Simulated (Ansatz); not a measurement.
# Os (Osmium): how the settings move a relaxation

Question: which choices in the input matter for Os (Osmium)?

Program: Ansatz 0.2.0. Level of theory: reference: DFT, PBEsol, PAW with Ansatz's default frozen-core files, scalar-relativistic; relaxation of cell and atoms. These are calculated values, not measurements.

1 further run of the same task is left out (it didn't finish).

### Step 1. The system as given

It takes space group P6_3/mmc (No. 194, hexagonal). The conventional cell has a = 2.734 Å, b = 2.734 Å, c = 4.320 Å, α = 90.00°, β = 90.00°, γ = 120.00°. Os (site symmetry -6m2) is surrounded by 12 Os at 2.68 to 2.73 Å.

Structure file:

```xyz
2
Lattice="2.7341 0.0000 0.0000 -1.3671 2.3678 0.0000 0.0000 0.0000 4.3197" Properties=species:S:1:pos:R:3 pbc="T T T"
Os    0.0000    1.5785    1.0799
Os    1.3671    0.7893    3.2398
```

### Step 2. Reference

input.yaml reads:

```yaml
crystal:
  lattice:
    - [2.73410000001, 0.0, 0.0]
    - [-1.36705, 2.36780005649, 0.0]
    - [0.0, 0.0, 4.3197]
  atoms:
    - { symbol: Os, position: [0.333333333333, 0.666666666667, 0.25] }
    - { symbol: Os, position: [0.666666666667, 0.333333333333, 0.75] }
kpoints:
  mp_grid: { grid: [20, 20, 12] }
scf:
  occupations: { method: fermi_dirac, width: 0.1 }
hamiltonian:
  xc: pbesol
  pseudopotentials: { kind: paw }
relax:
  f_tol: 0.002
  max_steps: 80
  cell: {}
output:
  forces: true
  stress: true
```

Started as:

```console
$ ansatz run input.yaml --threads 1 --pin off --max-ram 2048MiB --backend cpu --events-out ev --progress --plain --runs-dir out
```

### Step 3. Changing settings: occupations.method methfessel_paxton, occupations.width 0.001, scf.algorithm density_mixing

input.yaml: that of step 2 with these lines changed.

```diff
@@ -11,3 +11,4 @@
 scf:
-  occupations: { method: fermi_dirac, width: 0.1 }
+  occupations: { method: methfessel_paxton, width: 0.001 }
+  algorithm: density_mixing
 hamiltonian:
```

**Question.** What will these runs give? Wanted: for each run, ending; energy change; pressure; gap; force.

As calculated:

```
                                                                                           run     ending        energy change  pressure (GPa)  gap (eV)  force (eV/Å)  cycles  time
                                                                                     reference  converged                    0             0.0      0.00          0.00      32  28 s
1: occupations.method methfessel_paxton, occupations.width 0.001, scf.algorithm density_mixing  converged  -0.9 meV/atom (σ→0)             0.0      0.00          0.00      20  22 s
```

What this shows: Changing the smearing and solver moves the energy by -0.9 meV/atom (σ→0 values). Cost: 20 SCF cycles against 32.
